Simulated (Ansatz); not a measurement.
# H3AuO2: a ladder of functionals and wavefunction methods

An exercise on one series of results from a longer session: the logs are not shown, and one member is left open.

Computed with Ansatz 0.2.0, Gaussian basis. Level: functionals in def2-TZVPP, the program's frozen cores in correlated methods.

Plan: LDA (SPW92), PBE-D4, revPBE-D4, BLYP-D4, r2SCAN-D4, B97M-V, PBE0-D4, B3LYP-D4, r2SCANh-D4, r2SCAN0-D4, HSE06-D4, BHLYP-D4, CAM-B3LYP-D4, LC-ωPBE, ωB97X-V, ωB97M-V, B2PLYP, PBE-QIDH; CCSD(T)/def2-SVP; CCSD(T)/def2-TZVPP; CCSD(T)/def2-QZVPP; extrapolation to the limit; RPA on PBE.

**The relaxed structure**

An earlier PBE0-D4 in a triple-zeta def2 set relaxation fixed the geometry. Au takes the def2 core potential; no spin-orbit term is included.

SMILES `[OH][Au-][OH2+]`, 6 atoms, charge 0, spin multiplicity 1.

Atoms are counted from 1 here; the program's logs count them from 0.

Bond lengths: O1–Au2 1.937 Å, O1–H4 0.962 Å, Au2–O3 2.127 Å, O3–H5 0.963 Å, O3–H6 0.963 Å. Angles: Au2–O1–H4 106.7°, O1–Au2–O3 177.3°, Au2–O3–H5 110.8°, Au2–O3–H6 110.8°, H5–O3–H6 107.1°.

The first run:

Contents of in.yaml:

```yaml
crystal:
  periodic: [false, false, false]
  atoms:
    - {symbol: O, position_ang: [-1.831618, -1.437337, -0.639356]}
    - {symbol: Au, position_ang: [-0.336352, -0.320305, -0.121571]}
    - {symbol: O, position_ang: [1.245134, 0.987606, 0.437186]}
    - {symbol: H, position_ang: [-1.515576, -2.345786, -0.627826]}
    - {symbol: H, position_ang: [1.432281, 1.617852, -0.266875]}
    - {symbol: H, position_ang: [1.006131, 1.497970, 1.218442]}
basis:
  gaussian: {orbitals: def2-TZVPP}
hamiltonian: {xc: lda}
output: {orbitals: {seedname: orbitals}}
```

Command:

```bash
$ ansatz run in.yaml --threads 2 --pin off --events-out ev --progress --plain --max-ram 32768MiB --backend cpu
```

Steps of the session up to this table: LDA; PBE-D4 (GGA); revPBE-D4 (GGA); BLYP-D4 (GGA); r2SCAN-D4 (meta-GGA); B97M-V (meta-GGA); PBE0-D4 (hybrid); B3LYP-D4 (hybrid); r2SCANh-D4 (hybrid); r2SCAN0-D4 (hybrid); HSE06-D4 (hybrid); BHLYP-D4 (hybrid); CAM-B3LYP-D4 (range-separated); LC-ωPBE (range-separated); ωB97X-V (range-separated); ωB97M-V (range-separated); B2PLYP (double hybrid); PBE-QIDH (double hybrid).

One of the session's tables, all rows but one given; the rest of the session is left out.

It belongs to the step «Frontier levels by functional». 

```
  functional  HOMO (eV)  gap (eV)
 LDA (SPW92)      -5.27      3.04
      PBE-D4      -5.04      3.00
   revPBE-D4      -4.95      3.00
     BLYP-D4          ?         ?
   r2SCAN-D4      -5.27      3.71
      B97M-V      -5.35      3.54
     PBE0-D4      -6.51      5.39
    B3LYP-D4      -6.31      4.81
  r2SCANh-D4      -5.85      4.60
  r2SCAN0-D4      -6.72      5.92
    HSE06-D4      -6.11      4.62
    BHLYP-D4      -7.99      7.56
CAM-B3LYP-D4      -7.95      7.64
     LC-ωPBE      -9.14     10.18
     ωB97X-V      -8.89      9.73
     ωB97M-V      -8.89      9.36
```

**Question.** Estimate the row for BLYP-D4.

Worked estimate for «HOMO (eV)». Against the share of exact exchange, B3LYP-D4 (0.2, -6.31), BHLYP-D4 (0.5, -7.99) give a slope of -5.60 per unit share; at 0 the line stands at -5.19.

As computed: HOMO (eV): -4.97; gap (eV): 2.90. In «HOMO (eV)» the line misses by -0.22.
